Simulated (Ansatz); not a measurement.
# Co3Si8Ni: the cost of one run

Program: Ansatz 0.2.0. Level of theory: DFT PBE, scalar-relativistic, plane waves, PAW. These are calculated values, not measurements.

### 1 The system as given

The structure is cubic, space group Pm-3m (No. 221). Conventional cell: a = 5.371 Å, b = 5.371 Å, c = 5.371 Å, α = 90.00°, β = 90.00°, γ = 90.00°. Around Co (site symmetry 4/mmm) lie 8 Si at 2.32 Å. Si (site symmetry 3m) has 3 Co at 2.32 Å and 1 Ni at 2.35 Å and 6 Si at 2.66 to 2.71 Å in its first shell of neighbours. Ni (site symmetry m-3m) is surrounded by 8 Si at 2.35 Å.

Coordinates:

```cif
data_structure
_symmetry_space_group_name_H-M 'P 1'
_symmetry_Int_Tables_number 1
_cell_length_a 5.3706
_cell_length_b 5.3706
_cell_length_c 5.3706
_cell_angle_alpha 90.000
_cell_angle_beta 90.000
_cell_angle_gamma 90.000
_cell_volume 154.90
loop_
_atom_site_label
_atom_site_type_symbol
_atom_site_fract_x
_atom_site_fract_y
_atom_site_fract_z
_atom_site_occupancy
Co1 Co 0.50000 0.00000 0.50000 1
Co2 Co 0.50000 0.50000 0.00000 1
Co3 Co 0.00000 0.50000 0.50000 1
Si1 Si 0.74786 0.25214 0.74786 1
Si2 Si 0.25214 0.25214 0.25214 1
Si3 Si 0.74786 0.74786 0.25214 1
Si4 Si 0.25214 0.74786 0.74786 1
Si5 Si 0.25214 0.74786 0.25214 1
Si6 Si 0.74786 0.74786 0.74786 1
Si7 Si 0.25214 0.25214 0.74786 1
Si8 Si 0.74786 0.25214 0.25214 1
Ni1 Ni 0.00000 0.00000 0.00000 1
```

The start is the relaxed end of an invented cell (made as: elements ordered on the sites of the CoSi2 type, Co/Ni on Co (Pm-3m, No. 221)), taken up again for a closer look.

### 2 A first look at the guess

The input, input.yaml:

```yaml
crystal:
  lattice:
    - [5.3705819, 0.0, 0.0]
    - [0.0, 5.3705819, 0.0]
    - [0.0, 0.0, 5.3705819]
  atoms:
    - { symbol: Co, position: [0.5, 0.0, 0.5] }
    - { symbol: Co, position: [0.5, 0.5, 0.0] }
    - { symbol: Co, position: [0.0, 0.5, 0.5] }
    - { symbol: Si, position: [0.747857, 0.252143, 0.747857] }
    - { symbol: Si, position: [0.252143, 0.252143, 0.252143] }
    - { symbol: Si, position: [0.747857, 0.747857, 0.252143] }
    - { symbol: Si, position: [0.252143, 0.747857, 0.747857] }
    - { symbol: Si, position: [0.252143, 0.747857, 0.252143] }
    - { symbol: Si, position: [0.747857, 0.747857, 0.747857] }
    - { symbol: Si, position: [0.252143, 0.252143, 0.747857] }
    - { symbol: Si, position: [0.747857, 0.252143, 0.252143] }
    - { symbol: Ni, position: [0.0, 0.0, 0.0] }
basis:
  ecutwfc: 420
kpoints:
  mp_grid: { grid: [4, 4, 4] }
hamiltonian:
  xc: pbe
scf:
  occupations: { method: gaussian, width: 0.1 }
  lower_state_search: "off"
output:
  forces: true
  stress: true
  eigenvalues: true
```

Command:

```console
$ ansatz run input.yaml --threads 4 --pin off --max-ram 8192MiB --backend cpu --events-out ev --progress --plain --runs-dir out
```

Q: Estimate wall time and peak memory on 4 threads of Arm Neoverse V1, shared host.

About 2.4 s, with a peak of 0.6 GiB.
